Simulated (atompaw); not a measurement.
**Fluorine: generating and testing a PAW (atompaw) potential**

Aim: build the potential from the settings below, then test how well it stands in for the atom: scattering, ghost states and the plane-wave cutoff that it needs.

Method: atompaw 4.2.0.5, PBEsol, non-relativistic.

## 1. Settings

Typed settings, in words:

* element: fluorine (F, Z = 9)
* type: PAW
* frozen core: [He]
* valence charge: 7
* reference configuration: 2s2 2p5
* partial waves: 2s (bound): rc 1.80 bohr; 2s channel at -1.85 Ry: rc 1.80 bohr; 2p (bound): rc 1.80 bohr; 2p channel at -0.2 Ry: rc 1.80 bohr
* local potential: vpsmatchnc scheme with l = 2 at 0 Ry, radius 1.70 bohr
* core correction: smooth core density matched at 0.90 bohr
* augmentation charge: sinc compensation charge, radius 1.30 bohr; PAW radius 1.80 bohr; waves and projectors: custom rrkj gramschmidtortho

The outer shells as boxes (Hund's rule for the drawing; the calculation is spin-unpolarised):

```
[He] core
2s [↑↓]
2p [↑↓][↑↓][↑ ]
```

The nodes and maxima of the atom's own shells, from an earlier all-electron run, set the scale for the radii.

All-electron outer shells of the reference configuration (PBEsol, non-relativistic, ld1.x):

```json
{"shell": "1s", "level (eV)": "-660.44", "outermost node (bohr)": "–", "outermost maximum (bohr)": "0.12"}
{"shell": "2s", "level (eV)": "-29.64", "outermost node (bohr)": "0.24", "outermost maximum (bohr)": "0.77"}
{"shell": "2p", "level (eV)": "-11.06", "outermost node (bohr)": "–", "outermost maximum (bohr)": "0.71"}
```

## 2. Generation

F.input

```
F 9
GGA-PBESOL loggrid 1500 logderivrange -4 5 226
2 2 0 0 0 0
2 1 5
0 0 0
c
v
v
1
1.80 1.30 1.70 0.90
y
-1.85
n
y
-0.2
n
custom rrkj gramschmidtortho sinc
2 0 vpsmatchnc
1.80
1.80
1.80
1.80
PWSCFOUT
UPFDX 0.0125d0 UPFXMIN -7.d0 UPFZMESH 9.d0
END
```

Started as:

```sh
atompaw < F.input > F.log
```

Before running it: what results should come out? Wanted: cutoffs for 10 and 1 mRy, occupied levels; bound ghosts; largest phase difference near zero energy, channels read; lowest eigenvalue of the overlap; share of valence orbitals outside the PAW sphere; UPF file.

**Answer**, as computed:

```
                                                quantity            value
               cutoffs for 10 and 1 mRy, occupied levels  25 Ry and 35 Ry
                                            bound ghosts       none found
largest phase difference near zero energy, channels read        0.002 rad
         lowest eigenvalue of the overlap (Bessel basis)        0.562 (s)
        share of valence orbitals outside the PAW sphere  2s 6 %, 2p 13 %
                                                UPF file          written
```

By its cutoff, 25 Ry for the looser tolerance, it is soft on the atom at that tolerance. The slowest occupied level is 2p: taken alone it needs 25 Ry to come within 1 mRy, against 18 Ry for 2s. No bound ghost shows below the valence levels. Near zero energy the phases of the channels with partial waves agree within 0.002 rad. These are tests on the free atom; a crystal test is still owed.
